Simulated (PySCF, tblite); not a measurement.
**C7H10F2: geometry, infrared bands and NMR shifts**

Wanted: the infrared bands and NMR shifts of C7H10F2 (`FC1(F)CC[C@H]2C[C@@H]1C2`), by calculation.

Computed with tblite 0.8.0 and PySCF 2.14.0, with density-fitted response routines of our own, on a single molecule in the gas phase. Atoms are numbered from 0 throughout.

**1. The molecule as given**

19 atoms, charge 0, multiplicity 1; geometry from: force field or distance geometry start.

Bonds of the start (Å): F0–C1 1.37, C1–F2 1.34, C1–C3 1.53, C3–C4 1.53, C4–C5 1.54, C5–C6 1.55, C6–C7 1.56, C7–C8 1.56, C7–C1 1.52, C8–C5 1.57, C3–H9 1.11, C3–H10 1.09, C4–H11 1.10, C4–H12 1.10, C5–H13 1.09, C6–H14 1.09, C6–H15 1.10, C7–H16 1.10, C8–H17 1.10, C8–H18 1.09.

**2. Relaxing the molecule with GFN2-xTB**

Job settings and geometry (Å):

```
{"job": {"kind": "relax", "xc": "GFN2-xTB", "basis": "xTB"}, "charge": 0, "multiplicity": 1}
F      0.814100    -2.466300    -0.580200
C      0.484100    -1.158800    -0.805900
F      0.439800    -0.995300    -2.136800
C      1.563400    -0.256700    -0.206200
C      1.019900     1.130500     0.136400
C     -0.447600     1.035200     0.580100
C     -1.370000     0.566900    -0.578100
C     -0.875500    -0.862400    -0.195400
C     -0.829600    -0.320200     1.263600
H      1.928400    -0.724600     0.732900
H      2.424900    -0.191300    -0.868700
H      1.092600     1.782200    -0.746600
H      1.628300     1.583800     0.928300
H     -0.780300     1.938700     1.093800
H     -1.133600     0.933200    -1.576400
H     -2.442100     0.737500    -0.382700
H     -1.612300    -1.655500    -0.382700
H     -1.809100    -0.306400     1.769100
H     -0.105300    -0.761300     1.948000
```

On the command line:

```bash
$ OMP_NUM_THREADS=1 python probes_run.py task.json out
```

One launch serves the whole session: the jobs run in the order shown.

**Question.** This job is followed by: GFN2-xTB harmonic vibrations, gas phase; GIAO PBE0/pcSseg-1 NMR shielding, non-relativistic, gas phase. What will the session give for the following? strongest single infrared mode (GFN2-xTB); zero-point energy (GFN2-xTB); ¹³C shifts against TMS (PBE0/pcSseg-1, means over atoms taken as alike); ¹H shifts against TMS (PBE0/pcSseg-1, means over atoms taken as alike); ¹⁹F shifts against CFCl3 (PBE0/pcSseg-1, means over atoms taken as alike).

**Answer**, as computed:

| quantity | value |
| --- | --- |
| strongest single infrared mode (GFN2-xTB) | 1073 cm⁻¹, 93 km/mol |
| zero-point energy (GFN2-xTB) | 98.9 kcal/mol |
| ¹³C shifts against TMS (PBE0/pcSseg-1, means over atoms taken as alike) | 133.3, 44.3, 34.4, 32.7, 30.8, 28.3 ppm |
| ¹H shifts against TMS (PBE0/pcSseg-1, means over atoms taken as alike) | 2.60, 2.43, 2.27, 2.18, 1.89, 1.53 ppm |
| ¹⁹F shifts against CFCl3 (PBE0/pcSseg-1, means over atoms taken as alike) | -113.2 ppm |

**Reading.** The optimisation took 38 steps and gained 0.236 eV; among the close pairs (by a distance rule), C1–F2 changed most, from 1.342 to 1.370 Å. No mode is imaginary among the 51: a minimum at this level. The strongest single mode, at 1073 cm⁻¹, is spread over many atoms; the largest shares are those of C1, H10. Unscaled tight-binding wavenumbers are off by several per cent, some by more. Its intensities can rank the bands wrongly. At PBE0/pcSseg-1: The largest span, 154 ppm, is at F0, F2, where the paramagnetic term is -190 ppm.
